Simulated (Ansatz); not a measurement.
# BrH2MgN: the cost of one run

Program: Ansatz 0.2.0 through its Python package. Level of theory: PBE/def2-SVP. These are calculated values, not measurements.

**1. The structure**

Bond lengths: N1–Mg2 2.015 Å, Mg2–Br3 2.510 Å, N1–H4 1.105 Å, N1–H5 1.072 Å. Angles: N1–Mg2–Br3 179.4°, Mg2–N1–H4 106.5°, Mg2–N1–H5 110.3°, H4–N1–H5 104.2°.

No structure file is read: the coordinates are typed or built in the script.

**2. The script**

brh2mgn_relaxed_scan.py reads:

```python
import ansatz as az
import numpy as np

config = {
    "basis_set": "def2-SVP",
    "xc": "pbe",
}

GEOMETRY = """
N    -1.02540    0.53480   -0.23220
Mg    0.52450   -0.56710    0.43260
Br    2.44980   -1.95790    1.24570
H    -0.68930    1.58730   -0.21970
H    -1.20970    0.32920   -1.26790
"""

system = az.Crystal.molecule()
for line in GEOMETRY.strip().splitlines():
    symbol, *xyz = line.split()
    system = system.atom(symbol, [float(v) for v in xyz])

calculation = (
    system.calculation()
    .basis(gaussian=config["basis_set"])
    .functional(config["xc"])
)
symbols = [site.symbol for site in system.cartesian_sites]
pairs = [(0, 1), (0, 3), (0, 4), (1, 2)]
print("held (A)   E (eV)        ", "  ".join(f"{symbols[i]}{i}-{symbols[j]}{j}" for i, j in pairs))
for length in [1.85, 2.01, 2.18, 2.42, 2.72]:
    r = calculation.relax(constraints=[az.DistanceConstraint((0, 1), at=length)], force_tolerance=0.02, max_steps=60).run().report
    xyz = np.array(r["positions_ang"])
    print(f"{length:6.2f} {r['free_energy_ev']:14.5f}  ", "  ".join(f"{np.linalg.norm(xyz[i] - xyz[j]):.3f}" for i, j in pairs))
```

**3. What the engine is handed**

The package turns the script's settings into the engine's input (first run):

```yaml
crystal:
  periodic: [false, false, false]
  atoms:
    - { symbol: "N", position_ang: [-1.0254, 0.5348, -0.2322] }
    - { symbol: Mg, position_ang: [0.5245, -0.5671, 0.4326] }
    - { symbol: Br, position_ang: [2.4498, -1.9579, 1.2457] }
    - { symbol: H, position_ang: [-0.6893, 1.5873, -0.2197] }
    - { symbol: H, position_ang: [-1.2097, 0.3292, -1.2679] }
basis:
  gaussian:
    orbitals: def2-SVP
hamiltonian:
  xc: pbe
relax:
  f_tol: 0.02
  max_steps: 60
  constraints:
    - { distance: [0, 1], at: 1.85 }
```

**4. Launch**

Started as:

```sh
> python brh2mgn_relaxed_scan.py
```

Q: Estimate wall time and peak memory on 1 thread of Arm Neoverse V1, shared host.

About 58 s, with a peak of 0.21 GiB.
